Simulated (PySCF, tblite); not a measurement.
# C₇H₁₄Ge: geometry, infrared bands and NMR shifts

Wanted: the infrared bands and NMR shifts of C₇H₁₄Ge (`C=C[C@@H]1CC[CH2][Ge@@H]1[CH3]`), by calculation.

Computed with tblite 0.8.0 and PySCF 2.14.0, with density-fitted response routines of our own, on a single molecule in the gas phase. Atoms are numbered from 0 throughout.

## Step 1: The starting structure

22 atoms, charge 0, multiplicity 1; geometry from: force field or distance geometry start.

Bonds of the start (Å): C0–C1 1.32, C1–C2 1.49, C2–C3 1.51, C3–C4 1.51, C4–C5 1.54, C5–Ge6 1.95, Ge6–C7 1.91, Ge6–C2 1.95, C0–H8 1.07, C0–H9 1.08, C1–H10 1.10, C2–H11 1.12, C3–H12 1.12, C3–H13 1.09, C4–H14 1.13, C4–H15 1.09, C5–H16 1.12, C5–H17 1.11, Ge6–H18 1.53, C7–H19 1.13, C7–H20 1.10, C7–H21 1.11.

## Step 2: Relaxing the molecule with GFN2-xTB

The job: settings as JSON, then the geometry in Å.

```
{"job": {"kind": "relax", "xc": "GFN2-xTB", "basis": "xTB"}, "charge": 0, "multiplicity": 1}
C     -2.463700     1.768400     0.243600
C     -1.571500     0.955400     0.775600
C     -0.980800    -0.111600    -0.072800
C     -0.490600    -1.309300     0.708200
C      0.316600    -2.151600    -0.251700
C      1.573900    -1.334100    -0.585100
Ge     0.713200     0.392900    -0.897800
C      1.709700     1.717600     0.058700
H     -2.880600     2.530600     0.871400
H     -2.730400     1.604400    -0.792000
H     -1.260800     1.052300     1.828800
H     -1.683000    -0.461500    -0.865500
H     -1.407900    -1.909100     0.930400
H      0.069200    -1.042600     1.607500
H     -0.297300    -2.145100    -1.200900
H      0.560600    -3.149700     0.124000
H      2.278800    -1.293700     0.282800
H      2.080000    -1.705000    -1.502100
H      0.504000     0.674800    -2.387900
H      2.798500     1.435900    -0.025400
H      1.496700     1.770100     1.138300
H      1.654800     2.730200    -0.389600
```

On the command line:

```sh
OMP_NUM_THREADS=1 python probes_run.py task.json out
```

The driver reads the jobs from task.json and runs them one after another.

**Question.** This job is followed by: GFN2-xTB harmonic vibrations, gas phase; GIAO PBE0/pcSseg-1 NMR shielding, non-relativistic, gas phase. Predict these results of the whole session: strongest single infrared mode (GFN2-xTB); zero-point energy (GFN2-xTB); ¹³C shifts against TMS (PBE0/pcSseg-1); ¹H shifts against TMS (PBE0/pcSseg-1, means over atoms taken as alike); ⁷³Ge shifts against GeMe4 (PBE0/pcSseg-1).

**Answer**, as computed:

```
                                                              quantity                                                                       value
                             strongest single infrared mode (GFN2-xTB)                                                       1865 cm⁻¹, 492 km/mol
                                          zero-point energy (GFN2-xTB)                                                              115.9 kcal/mol
                                ¹³C shifts against TMS (PBE0/pcSseg-1)                              150.8, 115.7, 42.4, 40.7, 32.1, 17.6, -5.5 ppm
¹H shifts against TMS (PBE0/pcSseg-1, means over atoms taken as alike)  6.07, 5.29, 5.05, 4.60, 2.16, 2.16, 2.09, 1.37, 1.22, 1.11, 0.75, 0.28 ppm
                             ⁷³Ge shifts against GeMe4 (PBE0/pcSseg-1)                                                                     -33 ppm
```

What this shows: Relaxing lowered the energy by 0.659 eV in 96 steps; the close pair that moved most is C2–Ge6, from 1.951 to 2.019 Å. All 60 modes are real, so the xTB geometry is a minimum. The strongest single mode, at 1865 cm⁻¹, moves mainly H18. GFN2-xTB is a fitted tight-binding method: band positions and strengths are rough. Its intensities can rank the bands wrongly. The most deshielded carbon is C1 (alkene CH), at 150.8 ppm: an sp2 carbon of a C=C bond. H10 (hydrogen on an alkene CH) lies farthest downfield among hydrogen, at 6.07 ppm; attached to an sp2 carbon and in the plane of the double bond. At PBE0/pcSseg-1: The widest tensor belongs to C1: span 236 ppm, with a paramagnetic part of -219 ppm. Spin-orbit coupling is left out, which matters for shieldings and couplings at and beside the heavy atoms.
